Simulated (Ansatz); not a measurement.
# MoNH (septet): wave-function methods side by side at a displaced geometry (v1), def2-SVP

One table from this session's results is given with a row withheld; the runs are named, their logs left out.

Computed with Ansatz 0.2.0, Gaussian basis. Level: def2-SVP, core rule «outside noble gas», up to 5 orbitals frozen.

Plan: UHF; CCSD(T) on ROHF; CCSD(T) on UHF; CISD as a restricted active space (open shells left free, so some higher excitations enter); CCSDT(Q) on ROHF; CCSDT(Q) on UHF; CASSCF and MRCISD+Q, 12 electrons in 11 orbitals; CASSCF and NEVPT2, 12 electrons in 11 orbitals.

21 further runs of the same task are left out: 3 for a known fault of the program, 7 that didn't finish, 11 set aside as unsound or not needed. Runs told in other sessions of the task aren't counted.

### The geometry

The geometry is a PBE0/def2-TZVP stationary point (not a proven minimum) with its atoms shifted at random (size 0.040 Å). No spin-orbit coupling is included. Elements past krypton take def2 core potentials.

3 atoms, charge 0, spin multiplicity 7.

Atoms are counted from 1 here; the program's logs count them from 0.

Bond lengths: Mo1–N2 2.070 Å, N2–H3 1.102 Å. Angles: Mo1–N2–H3 115.1°.

Set-up of the first run:

Input file in.yaml:

```yaml
crystal:
  periodic: [false, false, false]
  atoms:
    - {symbol: Mo, position_ang: [-0.000323, 0.012427, 0.284211]}
    - {symbol: N, position_ang: [-0.001156, -0.143741, -1.779650]}
    - {symbol: H, position_ang: [0.046808, 0.814615, -2.321765]}
basis:
  gaussian: {orbitals: def2-SVP}
magnetization: {spin_polarized: true, initial_magnetization: 6}
hamiltonian: {xc: hf}
output: {orbitals: {seedname: orbitals}}
```

Command:

```bash
> ansatz run in.yaml --threads 1 --pin off --events-out ev --progress --plain --max-ram 2393MiB
```

Steps of the session up to this table: UHF; CCSD(T) on ROHF; CCSD(T) on UHF; CISD as a restricted active space (open shells left free, so some higher excitations enter); CCSDT(Q) on ROHF; CCSDT(Q) on UHF; CASSCF and MRCISD+Q, 12 electrons in 11 orbitals; CASSCF and NEVPT2, 12 electrons in 11 orbitals.

One of the session's tables, all rows but one given; the rest of the session is left out.

It belongs to the step «Misses and costs». 

```
          method  from RCCSDT(Q) (kJ/mol)
            ROHF                   +646.8
             UHF                   +627.5
            RMP2                    +90.9
            UMP2                    +83.7
           RCCSD                    +26.4
           UCCSD                    +20.7
        RCCSD(T)                     +6.1
        UCCSD(T)                     +0.7
          RCCSDT                     +1.7
          UCCSDT                     -3.7
       RCCSDT(Q)                        0
       UCCSDT(Q)                     -5.8
  CASSCF valence                   +503.2
  NEVPT2 valence                   +111.8
  MRCISD valence                        ?
MRCISD+Q valence                     +9.6
```

Q: Estimate the row for MRCISD valence from the others.

The run gave: from RCCSDT(Q) (kJ/mol): +42.7. In the column «from RCCSDT(Q) (kJ/mol)» it lies between RCCSD (+26.4) and UMP2 (+83.7).

Not comparable, so not listed: CISD as a restricted active space (open shells left free, so some higher excitations enter) (they don't share determinant, frozen orbitals or solution with the rows shown, or repeat one).

Caveats from the session: Restricted and unrestricted rows rest on different reference determinants; a gap between their highest levels can come from leftover correlation error, from unlike frozen cores or from another state.
